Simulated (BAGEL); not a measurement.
# CH5BN2 (SMILES B1NCN1) at B3LYP/6-31G(d) (density fitting with qzvpp-jkfit, spherical functions)

Aim: the energy change on altering one bond length of CH5BN2 at B3LYP/6-31G* (density fitting with qzvpp-jkfit, spherical functions), from 2 runs. 

The calculation is run with BAGEL 1.2.2.

1 further run of the same task is left out (set aside as unsound or not needed).

### 1 The molecule

CH5BN2 has 9 atoms, charge 0, and is taken as a singlet. As SMILES, `B1NCN1`. The coordinates come from a PBE0-D4/def2-TZVP relaxation.

Bond lengths: B1–N2 1.430 Å, N2–C3 1.458 Å, B1–N4 1.430 Å, C3–N4 1.458 Å, B1–H5 1.191 Å, N2–H6 1.003 Å, C3–H7 1.097 Å, C3–H8 1.097 Å, N4–H9 1.003 Å. Some angles: B1–N2–C3 88.7°, N2–B1–N4 92.5°, N2–C3–N4 90.2°, B1–N4–C3 88.7°, B1–N2–H6 135.4°, C3–N2–H6 124.3°, N2–B1–H5 133.7°, N4–B1–H5 133.8°, N2–C3–H7 113.7°, N2–C3–H8 114.4°.

### 2 The energy at B3LYP/6-31G(d) (density fitting with qzvpp-jkfit, spherical functions)

calc.json

```json
{ "bagel" : [

{
  "title" : "molecule",
  "basis" : "6-31gs.json",
  "df_basis" : "qzvpp-jkfit",
  "angstrom" : true,
  "geometry" : [
    { "atom" : "B", "xyz" : [      -0.538100,       0.903800,      -0.424200 ] },
    { "atom" : "N", "xyz" : [       0.763900,       0.350100,      -0.630900 ] },
    { "atom" : "C", "xyz" : [       0.430100,      -0.702400,       0.322000 ] },
    { "atom" : "N", "xyz" : [      -0.891500,      -0.116200,       0.513500 ] },
    { "atom" : "H", "xyz" : [      -1.109600,       1.851900,      -0.864600 ] },
    { "atom" : "H", "xyz" : [       1.686500,       0.722000,      -0.761500 ] },
    { "atom" : "H", "xyz" : [       0.420000,      -1.707100,      -0.117100 ] },
    { "atom" : "H", "xyz" : [       1.046900,      -0.704100,       1.228600 ] },
    { "atom" : "H", "xyz" : [      -1.719800,      -0.644400,       0.717000 ] }
  ]
},

{
  "title" : "ks",
  "xc_func" : "b3lyp"
},

{
  "title" : "print",
  "file" : "orbitals.molden",
  "orbitals" : true
}

]}
```

The basis set 6-31G* is read from a file made from the Basis Set Exchange's data (not shown).

The run is started by

```
$ BAGEL_NUM_THREADS=1 BAGEL calc.json > calc.out
```

The program printed:

```text
* using 1 threads per process

  ===============================================================
  ===============================================================

  *** Geometry ***

  { "atom" : "B", "xyz" : [     -1.016862,      1.707934,     -0.801622 ] },
  { "atom" : "N", "xyz" : [      1.443562,      0.661593,     -1.192228 ] },
  { "atom" : "C", "xyz" : [      0.812771,     -1.327344,      0.608492 ] },
  { "atom" : "N", "xyz" : [     -1.684691,     -0.219586,      0.970374 ] },
  { "atom" : "H", "xyz" : [     -2.096840,      3.499584,     -1.633857 ] },
  { "atom" : "H", "xyz" : [      3.187023,      1.364382,     -1.439026 ] },
  { "atom" : "H", "xyz" : [      0.793685,     -3.225951,     -0.221287 ] },
  { "atom" : "H", "xyz" : [      1.978354,     -1.330556,      2.321718 ] },
  { "atom" : "H", "xyz" : [     -3.249951,     -1.217740,      1.354934 ] },

  Number of auxiliary basis functions:      394

  Since a DF basis is specified, we compute 2- and 3-index integrals:
    o Being stored without compression. Storage requirement is 0.014 GB

  Number of basis functions:       66
  Number of electrons      :       30

    * METHOD: MOLECULE                             0.14

  *** Kohn-Sham DFT ***

    * Removing 17618 points whose weight is below 1.00e-10
    * Grid points: 116536

  === Nuclear Repulsion ===
   114.5976913755

       - DIIS with orbital gradients will be used.

  === KS iteration (b3lyp / 6-31gs.json) ===
      0       -150.46257788          0.16550030           0.25
      1       -141.76647093          0.17878086           0.25
      2       -156.10651663          0.18155816           0.25
      3       -171.90893853          0.07146468           0.25
      4       -175.10052366          0.03908461           0.25
      5       -175.41538488          0.01601603           0.25
      6       -175.44503592          0.01177202           0.25
      7       -175.47149832          0.00686726           0.25
      8       -175.48283533          0.00276854           0.25
      9       -175.48486259          0.00076467           0.25
     10       -175.48497476          0.00041814           0.25
     11       -175.48502235          0.00002379           0.25
     12       -175.48502253          0.00000247           0.25
     13       -175.48502253          0.00000089           0.25
     14       -175.48502253          0.00000039           0.25
     15       -175.48502253          0.00000019           0.25
     16       -175.48502253          0.00000007           0.25
     17       -175.48502253          0.00000002           0.25
     18       -175.48502253          0.00000001           0.25
    * SCF iteration converged.

    * Permanent dipole moment:
           (   -0.273835,     0.454324,    -0.211283) a.u.

    * METHOD: KS                                   5.33

    * METHOD: PRINT                                0.01

  ===============================================================
```

It took 5.7 s on 1 thread of Arm Neoverse V1, shared host; peak memory 0.35 GiB.

### 3 The distorted shape, same level

input.json

```json
{ "bagel": [

{
  "title": "molecule",
  "basis": "6-31gs.json",
  "df_basis": "qzvpp-jkfit",
  "angstrom": true,
  "geometry": [
    { "atom": "B", "xyz": [   -0.530020,    1.707544,   -0.072927 ] },
    { "atom": "N", "xyz": [    0.771980,    1.153844,   -0.279627 ] },
    { "atom": "C", "xyz": [    0.438180,    0.101344,    0.673273 ] },
    { "atom": "N", "xyz": [   -0.883420,    0.687544,    0.864773 ] },
    { "atom": "H", "xyz": [   -1.101520,    2.655644,   -0.513327 ] },
    { "atom": "H", "xyz": [    1.694580,    1.525744,   -0.410227 ] },
    { "atom": "H", "xyz": [    0.420000,   -1.707100,   -0.117100 ] },
    { "atom": "H", "xyz": [    1.054980,    0.099644,    1.579873 ] },
    { "atom": "H", "xyz": [   -1.711720,    0.159344,    1.068273 ] }
  ]
},
{
  "title": "ks",
  "xc_func": "b3lyp"
},
{
  "title": "print",
  "file": "orbitals.molden",
  "orbitals": true
}

]}
```

The basis set 6-31G* is read from a file made from the Basis Set Exchange's data (not shown).

The run is started by

```
$ BAGEL_NUM_THREADS=1 BAGEL input.json > input.out
```

The program printed:

```text
* using 1 threads per process

  ===============================================================
  ===============================================================

  *** Geometry ***

  { "atom" : "B", "xyz" : [     -1.001593,      3.226791,     -0.137812 ] },
  { "atom" : "N", "xyz" : [      1.458831,      2.180449,     -0.528418 ] },
  { "atom" : "C", "xyz" : [      0.828040,      0.191512,      1.272302 ] },
  { "atom" : "N", "xyz" : [     -1.669422,      1.299270,      1.634184 ] },
  { "atom" : "H", "xyz" : [     -2.081571,      5.018440,     -0.970047 ] },
  { "atom" : "H", "xyz" : [      3.202292,      2.883238,     -0.775217 ] },
  { "atom" : "H", "xyz" : [      0.793685,     -3.225951,     -0.221287 ] },
  { "atom" : "H", "xyz" : [      1.993623,      0.188300,      2.985527 ] },
  { "atom" : "H", "xyz" : [     -3.234682,      0.301117,      2.018743 ] },

  Number of auxiliary basis functions:      394

  Since a DF basis is specified, we compute 2- and 3-index integrals:
    o Being stored without compression. Storage requirement is 0.014 GB

  Number of basis functions:       66
  Number of electrons      :       30

    * METHOD: MOLECULE                             0.14

  *** Kohn-Sham DFT ***

    * Removing 16717 points whose weight is below 1.00e-10
    * Grid points: 117437

  === Nuclear Repulsion ===
   112.0487651740

       - DIIS with orbital gradients will be used.

  === KS iteration (b3lyp / 6-31gs.json) ===
      0       -149.51861561          0.15992082           0.27
      1       -147.61554356          0.13418755           0.26
      2       -154.25853660          0.18069866           0.26
      3       -168.63521876          0.11495253           0.26
      4       -169.39301302          0.12622993           0.26
      5       -173.19933682          0.08134927           0.26
      6       -173.40550025          0.07875417           0.26
      7       -174.55485709          0.04444330           0.26
      8       -175.22732917          0.01585661           0.26
      9       -175.36064385          0.00475104           0.26
     10       -175.37270397          0.00060626           0.26
     11       -175.37280152          0.00029021           0.26
     12       -175.37281948          0.00016572           0.26
     13       -175.37282715          0.00003423           0.26
     14       -175.37282745          0.00001006           0.25
     15       -175.37282744          0.00000845           0.25
     16       -175.37282747          0.00000152           0.26
     17       -175.37282748          0.00000080           0.26
     18       -175.37282748          0.00000019           0.25
     19       -175.37282748          0.00000011           0.25
     20       -175.37282748          0.00000005           0.25
     21       -175.37282748          0.00000001           0.26
     22       -175.37282748          0.00000001           0.26
    * SCF iteration converged.

    * Permanent dipole moment:
           (   -0.156817,    -0.350997,    -0.352135) a.u.

    * METHOD: KS                                   6.50

    * METHOD: PRINT                                0.01

  ===============================================================
```

It took 6.9 s on 1 thread of Arm Neoverse V1, shared host; peak memory 0.36 GiB.

### 4 Outcome

Level: B3LYP/6-31G* (density fitting with qzvpp-jkfit, spherical functions).

```
                                                         quantity          value
                                        first shape: total energy  -175.48502 Eh
                                       first shape: dipole moment         1.45 D
                                         first shape: HOMO energy       -6.32 eV
                                         first shape: LUMO energy        1.58 eV
                                       first shape: HOMO–LUMO gap        7.90 eV
                                    distorted shape: total energy  -175.37283 Eh
                                   distorted shape: dipole moment         1.33 D
                                     distorted shape: HOMO energy       -6.47 eV
                                     distorted shape: LUMO energy       -1.34 eV
                                   distorted shape: HOMO–LUMO gap        5.13 eV
energy change with the C3–H7 bond stretched from 1.097 to 1.974 Å       3.053 eV
```

What this shows: With the C3–H7 bond stretched from 1.097 to 1.974 Å the energy rises by 3.05 eV (70 kcal/mol). The first shape isn't relaxed at this level, so the change isn't measured from a minimum.
